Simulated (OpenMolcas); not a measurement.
# W³⁺ among point charges: CASSCF and CASPT2 levels and susceptibility

How does a field of 6 point charges split the states of W³⁺, and what χT follows?

The numbers are computed with OpenMolcas 26.06 (state-averaged CASSCF and CASPT2, spin-orbit coupling by RASSI with atomic mean-field integrals), except any that are marked as measured or tabulated.

## (1) Starting point

- Species: W³⁺ (tungsten, Z = 74, 71 electrons)
- Basis: ANO-RCC-VDZP [7s6p4d2f1g], 68 functions
- Scalar Hamiltonian: DKH2, point nucleus
- Inactive shells: 1s 2s 2p 3s 3p 3d 4s 4p 4d 4f 5s 5p
- Active space: 3 electrons in 5 orbitals (5d)
- Some configurations of this space: 5d³
- Orbitals: optimised for each spin and parity, averaged over all roots

Outer shells as boxes (Hund's rule):

5d3
```
5d [↑ ][↑ ][↑ ][  ][  ]
```

The ion sits among 6 point charges of -1.36 e arranged as an octahedron (Oh), 2.13 Å from the ion.

The work runs as a chain of OpenMolcas steps in one folder; each step below is one input file. Labels, J, g values, rates, χT and fits are worked out afterwards by a script from the matrices that RASSI stores. The input lists half of the charges; inversion (Group=XYZ) makes the rest.

## (2) Basis and integrals

Input file a.inp:

```
&GATEWAY
Coord
1

W 0.0 0.0 0.0
Basis=ANO-RCC-VDZP
Group=XYZ
NoMove
AngMom=0.0 0.0 0.0
AMFI
XField
3 Angstrom 0
2.130000 0.000000 0.000000 -1.360000
0.000000 2.130000 0.000000 -1.360000
0.000000 0.000000 2.130000 -1.360000
&SEWARD
```

On the command line:

```console
$ OMP_NUM_THREADS=1 MOLCAS_MEM=1689 MOLCAS_PROJECT=a pymolcas a.inp > a.log
```

The log of the run:

```text
Basis set label: W.ANO-RCC...7S6P4D2F1G.

      Electronic valence basis set:
      ------------------
      Associated Effective Charge  74.000000 au
      Associated Actual Charge     74.000000 au
      Nuclear Model: Point charge

      Shell  nPrim  nBasis  Cartesian Spherical Contaminant
         s      24       7        X
         p      21       6        X
         d      15       4                 X
         f      11       2                 X
         g       4       1                 X
                  Relativistic Douglas-Kroll-Hess integrals:
                    - DKH order of Hamiltonian: 2
                    - DKH order of Properties : 0
                  Atomic mean-field integrals
```

## (3) Reference wave functions, quartets of even parity, 10 roots

Input file a.inp:

```
&RASSCF
FileOrb=start.orb
Symmetry=1
Spin=4
nActEl=3 0 0
Inactive=15 19
Ras2=5 0
CIRoot=10 10 1
SDav=10
CIMx=300
Iter=120 100
PrWF=0.3
OrbListing=Nothing
MaxOrb=0
>>> COPY $Project.JobIph JOB001
```

start.orb holds the contracted functions of the basis, ordered by shell, or the orbitals of the step before.

The log of the run:

```text
Wave function specifications:
      -----------------------------

      Number of closed shell electrons          68
      Number of electrons in active shells       3
      Max number of holes in RAS1 space          0
      Max nr of electrons in RAS3 space          0
      Number of inactive orbitals               34
      Number of active orbitals                  5
      Number of secondary orbitals              29
      Spin quantum number                      1.5
      State symmetry                             1
Orbital specifications:
      -----------------------

      Symmetry species                           1   2
                                                ag  au
      Frozen orbitals                            0   0
      Inactive orbitals                         15  19
      Active orbitals                            5   0
      RAS1 orbitals                              0   0
      RAS2 orbitals                              5   0
      RAS3 orbitals                              0   0
      Secondary orbitals                        16  13
      Deleted orbitals                           0   0
      Number of basis functions                 36  32
      Number of CSFs                            10
      Number of root(s) required                10
      Iter CI   SX   CI       RASSCF       Energy    max ROT     max BLB   max BLB  Level Ln srch  Step   QN
          iter iter root      energy       change     param      element    value   shift minimum  type update
 Nr of preliminary CI iterations:   1
      Total energies have been shifted. Add               -16000.00 au
        1   1    5    0  -131.65582046    0.00E+00   1.45E-01*  19  22 2  1.36E-01*  0.43   0.00    SX    NO
        2   1    5    0  -131.72849807   -7.27E-02*  2.35E-02   11  27 2 -1.28E-01*  0.49   0.00    SX    NO
        3   1    5    0  -131.73561337   -7.12E-03*  1.97E-02   13  29 2  8.42E-02*  0.48   0.00    SX    NO
        4   1    5    0  -131.73778448   -2.17E-03*  6.09E-03   15  31 2 -6.31E-02*  0.50   0.00    SX    NO
        5   1    5    0  -131.73880140   -1.02E-03*  2.52E-03   11  27 2  4.67E-02*  0.48   0.58    LS   YES
        6   1    4    0  -131.73995710   -1.16E-03*  2.24E-03   18  25 1  1.98E-03*  0.49   1.02    QN   YES
        7   1    4    0  -131.73997258   -1.55E-05*  1.09E-03   20  27 1  6.59E-04*  0.49   1.49    LS   YES
        8   1    4    0  -131.73997445   -1.88E-06*  6.29E-05    7  23 2 -3.63E-04*  0.49   1.00    QN   YES
        9   1    4    0  -131.73997457   -1.18E-07*  2.12E-05   19  22 2 -3.46E-05   0.49   1.08    QN   YES
       10   1    3    0  -131.73997457   -2.52E-09  -6.87E-06   18  24 2 -9.47E-06   0.49   1.23    QN   YES
      Convergence after 10 iterations
       11   1    3    0  -131.73997457   -1.60E-10  -6.87E-06   19  22 2  1.59E-06   0.49   1.23    QN   YES
      Natural orbitals and occupation numbers for root  1
      sym 1:   1.000000   1.000000   0.000000   1.000000   0.000000
      Natural orbitals and occupation numbers for root  2
      sym 1:   0.732380   0.267620   0.732380   1.000000   0.267620
      Natural orbitals and occupation numbers for root  3
      sym 1:   0.212268   0.787732   0.212268   1.000000   0.787732
::    RASSCF root number  1 Total energy: -16131.81166680
::    RASSCF root number  2 Total energy: -16131.76469307
::    RASSCF root number  3 Total energy: -16131.76469307
::    RASSCF root number  4 Total energy: -16131.76469307
::    RASSCF root number  5 Total energy: -16131.73729178
::    RASSCF root number  6 Total energy: -16131.73729178
::    RASSCF root number  7 Total energy: -16131.73729178
::    RASSCF root number  8 Total energy: -16131.69404147
::    RASSCF root number  9 Total energy: -16131.69404147
::    RASSCF root number 10 Total energy: -16131.69404147
```

## (4) Reference wave functions, doublets of even parity, 40 roots

Input file a.inp:

```
&RASSCF
FileOrb=start.orb
Symmetry=1
Spin=2
nActEl=3 0 0
Inactive=15 19
Ras2=5 0
CIRoot=40 40 1
SDav=40
CIMx=300
Iter=120 100
PrWF=0.3
OrbListing=Nothing
MaxOrb=0
>>> COPY $Project.JobIph JOB002
```

The log of the run:

```text
Wave function specifications:
      -----------------------------

      Number of closed shell electrons          68
      Number of electrons in active shells       3
      Max number of holes in RAS1 space          0
      Max nr of electrons in RAS3 space          0
      Number of inactive orbitals               34
      Number of active orbitals                  5
      Number of secondary orbitals              29
      Spin quantum number                      0.5
      State symmetry                             1
Orbital specifications:
      -----------------------

      Symmetry species                           1   2
                                                ag  au
      Frozen orbitals                            0   0
      Inactive orbitals                         15  19
      Active orbitals                            5   0
      RAS1 orbitals                              0   0
      RAS2 orbitals                              5   0
      RAS3 orbitals                              0   0
      Secondary orbitals                        16  13
      Deleted orbitals                           0   0
      Number of basis functions                 36  32
      Number of CSFs                            40
      Number of root(s) required                40
      Iter CI   SX   CI       RASSCF       Energy    max ROT     max BLB   max BLB  Level Ln srch  Step   QN
          iter iter root      energy       change     param      element    value   shift minimum  type update
 Nr of preliminary CI iterations:   1
      Total energies have been shifted. Add               -16000.00 au
        1   1    4    0  -131.66383002    0.00E+00  -9.24E-03   20  27 1 -7.71E-03*  0.48   0.00    SX    NO
        2   1    5    0  -131.66424899   -4.19E-04*  1.88E-03   19  23 2 -4.52E-03*  0.47   0.00    SX    NO
        3   1    5    0  -131.66428571   -3.67E-05*  9.77E-04   15  29 2 -2.50E-03*  0.47   0.00    SX    NO
        4   1    4    0  -131.66429084   -5.14E-06* -1.82E-04   10  27 2  1.93E-03*  0.47   0.00    SX    NO
        5   1    4    0  -131.66429212   -1.28E-06*  1.42E-04   15  29 2 -1.44E-03*  0.47   0.60    QN   YES
        6   1    4    0  -131.66429327   -1.15E-06*  4.62E-05   19  20 2  6.20E-05   0.47   1.03    QN   YES
        7   1    3    0  -131.66429328   -1.42E-08* -1.64E-05   19  20 2  2.11E-05   0.47   1.34    QN   YES
        8   1    2    0  -131.66429328   -1.14E-09  -3.47E-07   19  20 2  7.58E-07   0.47   1.01    QN   YES
      Convergence after  8 iterations
        9   1    2    0  -131.66429328    0.00E+00  -3.47E-07   19  23 2  1.39E-07   0.47   1.01    QN   YES
      Natural orbitals and occupation numbers for root  1
      sym 1:   1.009869   0.972230   0.010712   0.966279   0.040910
      Natural orbitals and occupation numbers for root  2
      sym 1:   0.955716   0.993355   0.040910   0.999307   0.010712
      Natural orbitals and occupation numbers for root  3
      sym 1:   0.968319   0.998901   0.027065   0.988367   0.017348
::    RASSCF root number  1 Total energy: -16131.75021649
::    RASSCF root number  2 Total energy: -16131.75021649
::    RASSCF root number  3 Total energy: -16131.74709672
::    RASSCF root number  4 Total energy: -16131.74709672
::    RASSCF root number  5 Total energy: -16131.74709672
::    RASSCF root number  6 Total energy: -16131.72401348
::    RASSCF root number  7 Total energy: -16131.72401348
::    RASSCF root number  8 Total energy: -16131.72401348
::    RASSCF root number  9 Total energy: -16131.71269603
::    RASSCF root number 10 Total energy: -16131.70136463
::    RASSCF root number 11 Total energy: -16131.70136463
::    RASSCF root number 12 Total energy: -16131.70136463
::    RASSCF root number 13 Total energy: -16131.69986780
::    RASSCF root number 14 Total energy: -16131.69986780
::    RASSCF root number 15 Total energy: -16131.69986780
::    RASSCF root number 16 Total energy: -16131.69317838
::    RASSCF root number 17 Total energy: -16131.69317838
::    RASSCF root number 18 Total energy: -16131.67852231
::    RASSCF root number 19 Total energy: -16131.67852231
::    RASSCF root number 20 Total energy: -16131.67852231
::    RASSCF root number 21 Total energy: -16131.65577143
::    RASSCF root number 22 Total energy: -16131.65577143
::    RASSCF root number 23 Total energy: -16131.65577143
::    RASSCF root number 24 Total energy: -16131.65200423
::    RASSCF root number 25 Total energy: -16131.65200423
::    RASSCF root number 26 Total energy: -16131.65200423
::    RASSCF root number 27 Total energy: -16131.64645253
::    RASSCF root number 28 Total energy: -16131.63776789
::    RASSCF root number 29 Total energy: -16131.63776789
::    RASSCF root number 30 Total energy: -16131.63776789
```

## (5) RASSI: spin-orbit coupling between the states

Input file a.inp:

```
&RASSI
NrOfJobIphs=2 10 40
1 2 3 4 5 6 7 8 9 10
1 2 3 4 5 6 7 8 9 10 11 12 13 14 15 16 17 18 19 20 21 22 23 24 25 26 27
28 29 30 31 32 33 34 35 36 37 38 39 40
IphNames
JOB001
JOB002
EJob
SpinOrbit
DIPRint=1.0
SOCoupling=1000.0
Subsets=2
Property=9
'ANGMOM' 1 'ANGMOM' 2 'ANGMOM' 3 'MLTPL  1' 1 'MLTPL  1' 2 'MLTPL  1' 3
'AMFI' 1 'AMFI' 2 'AMFI' 3
SOProperty=3
'ANGMOM' 1 'ANGMOM' 2 'ANGMOM' 3
```

The log of the run:

```text
SPIN-FREE ENERGIES:
  (Shifted by EMIN (a.u.) =     -16131.8116667995)

 SF State       Relative EMIN(au)   Rel lowest level(eV)    D:o, cm**(-1)      L_eff

     1             0.0000000000        0.0000000000              0.0000         3.0
     2             0.0469737343        1.2782204263          10309.5430         3.0
     3             0.0469737343        1.2782204263          10309.5430         3.0
     4             0.0469737343        1.2782204263          10309.5430         3.0
    11             0.0614503140        1.6721482283          13486.7850         3.9
    12             0.0614503140        1.6721482283          13486.7850         3.9
    13             0.0645700760        1.7570412770          14171.4936         4.0
    14             0.0645700760        1.7570412770          14171.4936         4.0
    15             0.0645700760        1.7570412770          14171.4936         4.0
     5             0.0743750211        2.0238474267          16323.4303         2.6
     6             0.0743750211        2.0238474267          16323.4303         2.6
     7             0.0743750211        2.0238474267          16323.4303         2.6
    16             0.0876533188        2.3851683147          19237.6798         3.6
    17             0.0876533188        2.3851683147          19237.6798         3.6
    18             0.0876533188        2.3851683147          19237.6798         3.6
    19             0.0989707680        2.6931317957          21721.5728         4.0
    20             0.1103021740        3.0014750598          24208.5290         4.4
    21             0.1103021740        3.0014750598          24208.5290         4.4
    22             0.1103021740        3.0014750598          24208.5290         4.4
    23             0.1117989966        3.0422056786          24537.0436         4.1
    24             0.1117989966        3.0422056786          24537.0436         4.1
    25             0.1117989966        3.0422056786          24537.0436         4.1
     8             0.1176253330        3.2007483696          25815.7766         1.7
     9             0.1176253330        3.2007483696          25815.7766         1.7
    10             0.1176253330        3.2007483696          25815.7766         1.7
    26             0.1184884182        3.2242341144          26005.2019         3.8
    27             0.1184884182        3.2242341144          26005.2019         3.8
    28             0.1331444904        3.6230461551          29221.8380         3.4
    29             0.1331444904        3.6230461551          29221.8380         3.4
    30             0.1331444904        3.6230461551          29221.8380         3.4
    31             0.1558953654        4.2421290010          34215.0778         2.9
    32             0.1558953654        4.2421290010          34215.0778         2.9
    33             0.1558953654        4.2421290010          34215.0778         2.9
    34             0.1596625737        4.3446399632          35041.8845         4.7
    35             0.1596625737        4.3446399632          35041.8845         4.7
    36             0.1596625737        4.3446399632          35041.8845         4.7
    37             0.1652142669        4.4957092301          36260.3403         3.0
    38             0.1738989097        4.7320303987          38166.3991         3.4
    39             0.1738989097        4.7320303987          38166.3991         3.4
    40             0.1738989097        4.7320303987          38166.3991         3.4
Eigenvalues of complex Hamiltonian:
   -----------------------------------
  (Shifted by EMIN (a.u.) =     -16131.8116667995)

 SO State       Relative EMIN(au)   Rel lowest level(eV)    D:o, cm**(-1)     J-value

     1            -0.0120657044        0.0000000000              0.0000         2.0
     2            -0.0120657044        0.0000000000              0.0000         2.1
     3            -0.0120657044        0.0000000000              0.0000         2.1
     4            -0.0120657044        0.0000000000              0.0000         2.1
     5             0.0270272016        1.0637721641           8579.9011         2.3
     6             0.0270272016        1.0637721637           8579.9011         2.4
     7             0.0270272016        1.0637721641           8579.9011         2.3
     8             0.0270272016        1.0637721637           8579.9011         2.4
     9             0.0362937209        1.3159270015          10613.6670         2.3
    10             0.0362937209        1.3159270015          10613.6670         2.3
    11             0.0423432186        1.4805422185          11941.3783         2.8
    12             0.0423432186        1.4805422185          11941.3783         2.8
    13             0.0426855750        1.4898582112          12016.5169         2.7
    14             0.0426855750        1.4898582112          12016.5169         2.7
    15             0.0426855750        1.4898582115          12016.5169         2.9
    16             0.0426855750        1.4898582115          12016.5169         2.9
    17             0.0457799312        1.5740599331          12695.6496         2.9
    18             0.0457799312        1.5740599331          12695.6496         2.9
    19             0.0457799312        1.5740599333          12695.6496         3.1
    20             0.0457799312        1.5740599333          12695.6496         3.1
    21             0.0570966495        1.8820035256          15179.3821         2.7
    22             0.0570966495        1.8820035259          15179.3821         2.8
    23             0.0570966495        1.8820035256          15179.3821         2.7
    24             0.0570966495        1.8820035259          15179.3821         2.8
    25             0.0609809430        1.9877005360          16031.8860         2.5
    26             0.0609809430        1.9877005360          16031.8860         2.5
    27             0.0616589268        2.0061494152          16180.6863         2.4
    28             0.0616589268        2.0061494152          16180.6863         2.4
    29             0.0729252061        2.3127204937          18653.3488         3.0
    30             0.0729252061        2.3127204937          18653.3488         3.0
    31             0.0733456553        2.3241614977          18745.6267         2.9
    32             0.0733456552        2.3241614974          18745.6267         3.0
    33             0.0733456553        2.3241614977          18745.6267         2.9
    34             0.0733456552        2.3241614974          18745.6267         3.0
    35             0.0860629085        2.6702155877          21536.7411         2.6
    36             0.0860629085        2.6702155877          21536.7411         2.6
    37             0.0860629085        2.6702155880          21536.7411         3.1
    38             0.0860629085        2.6702155880          21536.7411         3.1
    39             0.0931468969        2.8629807331          23091.4969         2.8
    40             0.0931468969        2.8629807329          23091.4969         3.0
    41             0.0931468969        2.8629807329          23091.4969         3.0
Weights of the five most important spin-orbit-free states for each spin-orbit state.

 SO State  Total energy (au)           Spin-free states, spin, and weights
 -------------------------------------------------------------------------------------------------------
    1        -0.012066       1 1.5  0.8032    4 1.5  0.0588    2 1.5  0.0495    3 1.5  0.0210   18 0.5  0.0186
    2        -0.012066       1 1.5  0.8032    3 1.5  0.0570    2 1.5  0.0492    4 1.5  0.0230   18 0.5  0.0172
    3        -0.012066       1 1.5  0.8032    3 1.5  0.0642    2 1.5  0.0386    4 1.5  0.0265   17 0.5  0.0208
    4        -0.012066       1 1.5  0.8032    4 1.5  0.0640    2 1.5  0.0351    3 1.5  0.0302   17 0.5  0.0197
    5         0.027027       4 1.5  0.2144    3 1.5  0.1979   11 0.5  0.1345    2 1.5  0.0949    5 1.5  0.0762
    6         0.027027       2 1.5  0.2432    3 1.5  0.1402   12 0.5  0.1345    4 1.5  0.1238    1 1.5  0.0658
    7         0.027027       4 1.5  0.2152    3 1.5  0.1935   11 0.5  0.1346    2 1.5  0.0985    5 1.5  0.0765
    8         0.027027       2 1.5  0.2397    3 1.5  0.1447   12 0.5  0.1346    4 1.5  0.1228    1 1.5  0.0658
    9         0.036294       2 1.5  0.2898    3 1.5  0.2898    4 1.5  0.2898    7 1.5  0.0304    6 1.5  0.0304
   10         0.036294       2 1.5  0.2898    3 1.5  0.2898    4 1.5  0.2898    7 1.5  0.0304    6 1.5  0.0304
   11         0.042343       2 1.5  0.2459    3 1.5  0.2459    4 1.5  0.2459   13 0.5  0.0700   14 0.5  0.0700
   12         0.042343       2 1.5  0.2459    3 1.5  0.2459    4 1.5  0.2459   13 0.5  0.0700   14 0.5  0.0700
```

These steps: 12 s of run time, 1 thread, shared host.

Spin-free states, with their symmetry labels:

```csv
state,degeneracy,E (cm-1),free-ion L (%)
4A2,1,0,F (100)
4T2,3,10310,F (100)
2E,2,13487,G (65)
2T1,3,14171,G (45)
4T1,3,16323,F (74)
2T2,3,19238,D (45)
2A1,1,21722,G (100)
2T2,3,24209,G (58)
2T1,3,24537,H (52)
4T1,3,25816,P (74)
2E,2,26005,H (50)
2T1,3,29222,H (40)
2T2,3,34215,D (51)
2T1,3,35042,H (71)
2A2,1,36260,F (100)
2T2,3,38166,F (53)
2E,2,40921,D (50)
2T1,3,43182,F (78)
2E,2,56525,D (84)
2T2,3,58662,D (87)
```

With spin-orbit coupling:

| E (cm-1) | Degeneracy | Label | 2S+1 | g |
| --- | --- | --- | --- | --- |
| 0.0 | 4 | Γ8 | 4 |  |
| 8580 | 4 | Γ8 | 4 |  |
| 10614 | 2 | Γ7 | 4 | 1.23 1.23 1.23 |
| 11941 | 2 | Γ6 | 4 | 2.33 2.33 2.33 |
| 12017 | 4 | Γ8 | 4 |  |
| 12696 | 4 | Γ8 | 2 |  |
| 15179 | 4 | Γ8 | 2 |  |
| 16032 | 2 | Γ7 | 4 | 0.47 0.47 0.47 |
| 16181 | 2 | Γ6 | 2 | 0.05 0.05 0.05 |
| 18653 | 2 | Γ6 | 4 | 3.39 3.39 3.39 |
| 18746 | 4 | Γ8 | 4 |  |
| 21537 | 4 | Γ8 | 4 |  |
| 23091 | 4 | Γ8 | 2 |  |
| 23604 | 2 | Γ6 | 2 | 1.11 1.11 1.11 |
| 23853 | 2 | Γ7 | 2 | 0.79 0.79 0.79 |
| 24404 | 4 | Γ8 | 2 |  |
| 25879 | 2 | Γ7 | 2 | 0.53 0.53 0.53 |
| 25970 | 4 | Γ8 | 2 |  |
| 26665 | 2 | Γ6 | 2 | 1.51 1.51 1.51 |
| 27998 | 4 | Γ8 | 4 |  |
| 28613 | 2 | Γ6 | 2 | 2.82 2.82 2.82 |
| 29285 | 2 | Γ7 | 4 | 2.44 2.44 2.44 |
| 30468 | 4 | Γ8 | 2 |  |
| 31499 | 4 | Γ8 | 2 |  |

Principal g values are given for doublets only; a zero marks a field direction without first-order Zeeman splitting.

Powder χT (cm³ K/mol): 0.59 at 2 K, 0.59 at 5 K, 0.59 at 10 K, 0.59 at 20 K, 0.59 at 50 K, 0.60 at 100 K, 0.61 at 150 K, 0.62 at 200 K, 0.63 at 250 K, 0.64 at 300 K.

A ligand-field fit to the states below 45000 cm-1 gives 10Dq = 10669 cm-1, B = 733 cm-1 and C = 2894 cm-1 (C/B = 3.95), with a deviation of 146 cm-1.

(Part 1 of 2 ends here.)
